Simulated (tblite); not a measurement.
# C9H9: the cost of one run

Computed with tblite 0.8.0 and PySCF 2.14.0, with density-fitted response routines of our own, on a single molecule in the gas phase. Atoms count from 0, in the outputs and in this text.

## Step 1: The starting structure

18 atoms, charge 0, multiplicity 2; geometry from: force field or distance geometry start.

Bonds of the start (Å): C0–C1 1.21, C1–C2 1.48, C2–C3 1.46, C3–C4 1.21, C4–C5 1.45, C5–C6 1.30, C2–C7 1.48, C7–C8 1.50, C0–H9 1.06, C2–H10 1.13, C6–H11 1.09, C6–H12 1.07, C7–H13 1.13, C7–H14 1.11, C8–H15 1.13, C8–H16 1.10, C8–H17 1.11.

## Step 2: Geometry optimisation with GFN2-xTB

The job: settings as JSON, then the geometry in Å.

```
{"job": {"kind": "relax", "xc": "GFN2-xTB", "basis": "xTB"}, "charge": 0, "multiplicity": 2}
C     -1.353300     3.360200    -0.214300
C     -1.093600     2.223700     0.110500
C     -0.736200     0.846100     0.504300
C      0.665500     0.562100     0.233500
C      1.831000     0.291800     0.047500
C      3.228800    -0.000100    -0.193900
C      3.615200    -1.231000    -0.358900
C     -1.593000    -0.154000    -0.179200
C     -1.313200    -1.593300     0.147700
H     -1.611200     4.355400    -0.482200
H     -0.982900     0.755800     1.600200
H      2.849000    -2.011500    -0.309300
H      4.624300    -1.562400    -0.522900
H     -2.661200     0.044900     0.120300
H     -1.571000    -0.004600    -1.279500
H     -1.906100    -1.838200     1.077000
H     -0.252300    -1.810600     0.344400
H     -1.748300    -2.228100    -0.656900
```

Launch:

```sh
OMP_NUM_THREADS=1 python probes_run.py task.json out
```

The driver reads the jobs from task.json and runs them one after another.

**Question.** How long does this first job take on 1 thread of Arm Neoverse N1, shared host, and how much memory does it need?

About 1.3 s, with a peak of 0.18 GiB.
